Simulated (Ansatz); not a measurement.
**CH₅GeLi (SMILES [Li][GeH2][CH3]): single points off equilibrium**

The atoms stand at a structure displaced at random from a GFN2-xTB minimum. How far do the functionals agree with CCSD(T) there?

Program: Ansatz 0.2.0, Gaussian basis. Level of theory: single points in def2-TZVPP. These are calculated values, not measurements.

Correlated methods freeze the cores. Filled d shells of the heavier atoms are correlated. The outer core shell of Li, Na, Mg and K is correlated.

**1. Where the work starts**

8 atoms, charge 0, spin multiplicity 1.

Atoms are counted from 1 here; the program's logs count them from 0.

Bond lengths: Li1–Ge2 2.322 Å, Ge2–C3 1.943 Å, Ge2–H4 1.455 Å, Ge2–H5 1.551 Å, C3–H6 1.109 Å, C3–H7 1.053 Å, C3–H8 1.119 Å. Angles: Li1–Ge2–C3 117.5°, Li1–Ge2–H4 125.3°, Li1–Ge2–H5 123.5°, C3–Ge2–H4 95.8°, C3–Ge2–H5 94.5°, H4–Ge2–H5 92.7°, Ge2–C3–H6 111.1°, Ge2–C3–H7 112.9°, Ge2–C3–H8 112.2°, H6–C3–H7 109.2°, H6–C3–H8 99.9°, H7–C3–H8 110.7°.

Geometry (Å):

| atom | x (Å) | y (Å) | z (Å) |
| --- | --- | --- | --- |
| Li1 | -2.6183 | 1.2615 | -0.0613 |
| Ge2 | -0.4994 | 0.5242 | -0.6616 |
| C3 | 0.4844 | -0.5316 | 0.6387 |
| H4 | -0.1962 | -0.3262 | -1.8026 |
| H5 | 0.6848 | 1.4784 | -0.9642 |
| H6 | 0.5808 | 0.0092 | 1.6016 |
| H7 | 1.4418 | -0.8098 | 0.3013 |
| H8 | -0.0924 | -1.4282 | 0.9775 |

**2. CCSD(T)/def2-TZVPP**

run/in.yaml

```yaml
crystal:
  periodic: [false, false, false]
  atoms:
    - {symbol: Li, position_ang: [-2.618300, 1.261500, -0.061300]}
    - {symbol: Ge, position_ang: [-0.499400, 0.524200, -0.661600]}
    - {symbol: C, position_ang: [0.484400, -0.531600, 0.638700]}
    - {symbol: H, position_ang: [-0.196200, -0.326200, -1.802600]}
    - {symbol: H, position_ang: [0.684800, 1.478400, -0.964200]}
    - {symbol: H, position_ang: [0.580800, 0.009200, 1.601600]}
    - {symbol: H, position_ang: [1.441800, -0.809800, 0.301300]}
    - {symbol: H, position_ang: [-0.092400, -1.428200, 0.977500]}
basis:
  gaussian: {orbitals: def2-TZVPP}
correlation: {method: ccsd_t}
output: {forces: true}
```

The command line of these runs was not kept.

**3. PBE0-D4/def2-TZVPP**

run/in.yaml, as its differences from that of step 2:

```diff
@@ -13,3 +13,3 @@
   gaussian: {orbitals: def2-TZVPP}
-correlation: {method: ccsd_t}
-output: {forces: true}
+hamiltonian: {xc: pbe0, dispersion: d4}
+output: {forces: true, orbitals: {seedname: orbitals}}
```

**4. wB97M-V/def2-TZVPP**

run/in.yaml, as its differences from that of step 3:

```diff
@@ -13,3 +13,3 @@
   gaussian: {orbitals: def2-TZVPP}
-hamiltonian: {xc: pbe0, dispersion: d4}
-output: {forces: true, orbitals: {seedname: orbitals}}
+hamiltonian: {xc: {name: wB97M-V}}
+output: {forces: true}
```

**5. r2SCAN-D4/def2-TZVPP**

run/in.yaml, as its differences from that of step 4:

```diff
@@ -13,3 +13,3 @@
   gaussian: {orbitals: def2-TZVPP}
-hamiltonian: {xc: {name: wB97M-V}}
+hamiltonian: {xc: r2scan, dispersion: d4}
 output: {forces: true}
```

**6. PBE-D4/def2-TZVPP**

run/in.yaml, as its differences from that of step 5:

```diff
@@ -13,3 +13,3 @@
   gaussian: {orbitals: def2-TZVPP}
-hamiltonian: {xc: r2scan, dispersion: d4}
+hamiltonian: {xc: pbe, dispersion: d4}
 output: {forces: true}
```

**7. r2SCANh-D4/def2-TZVPP**

run/in.yaml, as its differences from that of step 6:

```diff
@@ -13,3 +13,3 @@
   gaussian: {orbitals: def2-TZVPP}
-hamiltonian: {xc: pbe, dispersion: d4}
+hamiltonian: {xc: {name: r2SCANh}, dispersion: d4}
 output: {forces: true}
```

**8. wB97X-V/def2-TZVPP**

run/in.yaml, as its differences from that of step 7:

```diff
@@ -13,3 +13,3 @@
   gaussian: {orbitals: def2-TZVPP}
-hamiltonian: {xc: {name: r2SCANh}, dispersion: d4}
+hamiltonian: {xc: {name: wB97X-V}}
 output: {forces: true}
```

(Steps that only read results are left out.)

**Question.** What will these runs give? Wanted: energy less free atoms, CCSD(T)/def2-TZVPP; RMS force component; RMS force error; HOMO and LUMO, PBE0-D4; T1 diagnostic.

**Answer**, as computed:

| quantity | value |
| --- | --- |
| energy less free atoms, CCSD(T)/def2-TZVPP | -23.381 eV |
| RMS force component | 0.889 to 0.916 eV/Å over the methods |
| RMS force error | PBE0-D4 0.051, wB97M-V 0.038, r2SCAN-D4 0.045, PBE-D4 0.142, r2SCANh-D4 0.041, wB97X-V 0.046 eV/Å |
| HOMO and LUMO, PBE0-D4 | -5.76 and -1.39 eV |
| T1 diagnostic | 0.011 |

Against CCSD(T) the functionals' energies less atoms differ by -0.420 to -0.171 eV, PBE-D4 by -0.316 eV. CCSD(T) in triple zeta still lacks some correlation energy of the bonds, so part of these gaps is its own basis error and they don't rank the functionals. The forces of wB97M-V come nearest to CCSD(T), those of PBE-D4 are farthest. Frozen-core CCSD(T) forces in triple zeta carry basis errors of their own, and this is one geometry, so small gaps rank nothing.
